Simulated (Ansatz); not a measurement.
# F5Li4: the cost of one run

Program: Ansatz 0.2.0, Gaussian basis. Level of theory: RKS PBE0-D4/def2-TZVPD. These are calculated values, not measurements.

Levels to be run: a single point at PBE0-D4/def2-TZVPD.

3 further runs of the same task are left out: 3 set aside as unsound or not needed. Runs told in other sessions of the task aren't counted.

## (1) The structure

The geometry is that of the singlet, from an earlier relaxation (B3LYP-D4/def2-SVPD). At that level it is the lowest of the isomers that a small search found.

9 atoms, charge -1, spin multiplicity 1.

Atoms are counted from 1 here; the program's logs count them from 0.

Bond lengths: Li1–F6 1.778 Å, Li1–F8 1.891 Å, Li1–F9 1.778 Å, Li2–F5 1.778 Å, Li2–F8 1.891 Å, Li2–F9 1.778 Å, Li3–F5 1.778 Å, Li3–F7 1.778 Å, Li3–F8 1.891 Å, Li4–F6 1.778 Å, Li4–F7 1.778 Å, Li4–F8 1.891 Å. Angles: F6–Li1–F8 95.0°, F6–Li1–F9 156.8°, F8–Li1–F9 95.0°, F5–Li2–F8 95.0°, F5–Li2–F9 156.8°, F8–Li2–F9 95.0°, F5–Li3–F7 156.8°, F5–Li3–F8 95.0°, F7–Li3–F8 95.0°, F6–Li4–F7 156.8°, F6–Li4–F8 95.0°, F7–Li4–F8 95.0°, Li2–F5–Li3 86.9°, Li1–F6–Li4 86.9°, Li3–F7–Li4 86.9°, Li1–F8–Li2 80.6°, Li1–F8–Li3 132.5°, Li1–F8–Li4 80.6° and more.

Coordinates:

```xyz
9

Li   -1.6389   -0.1737    0.5317
Li    0.3782    0.8575    1.4557
Li    1.6694    0.0476   -0.4578
Li   -0.3479   -0.9823   -1.3826
F     1.9727    1.2776    0.7902
F    -2.0890   -0.7977   -1.0715
F     1.2421   -0.5762   -2.0674
F     0.1712   -0.7066    0.4142
F    -1.3578    1.0537    1.7874
```

The ion is computed in the gas phase, without counter-ions or solvent.

Bonds by kind at the end (by distance):

| bond | count | shortest (Å) | longest (Å) |
| --- | --- | --- | --- |
| F–Li | 12 | 1.778 | 1.891 |

## (2) Single point, PBE0-D4/def2-TZVPD

start.molden holds the orbitals of an earlier run on this state, given as this run's starting guess.

in.yaml

```yaml
crystal:
  periodic: [false, false, false]
  atoms:
    - {symbol: Li, position_ang: [-1.638893, -0.173665, 0.531724]}
    - {symbol: Li, position_ang: [0.378166, 0.857528, 1.455749]}
    - {symbol: Li, position_ang: [1.669406, 0.047623, -0.457833]}
    - {symbol: Li, position_ang: [-0.347940, -0.982285, -1.382600]}
    - {symbol: F, position_ang: [1.972716, 1.277574, 0.790169]}
    - {symbol: F, position_ang: [-2.088956, -0.797707, -1.071501]}
    - {symbol: F, position_ang: [1.242118, -0.576218, -2.067363]}
    - {symbol: F, position_ang: [0.171172, -0.706605, 0.414229]}
    - {symbol: F, position_ang: [-1.357779, 1.053744, 1.787436]}
basis:
  gaussian: {orbitals: def2-TZVPD, initial_orbitals: start.molden}
total_charge: -1
hamiltonian: {xc: pbe0, dispersion: d4}
scf: {omitted_lower_state_checks: [starts]}
output: {orbitals: {seedname: orbitals}}
```

Command:

```
ansatz run in.yaml --threads 4 --pin off --events-out ev --progress --plain --max-ram 4787MiB
```

**Question.** How long does this run take on 4 threads of Arm Neoverse V1, shared host, and how much memory does it need?

About 4.4 s, with a peak of 0.8 GiB.
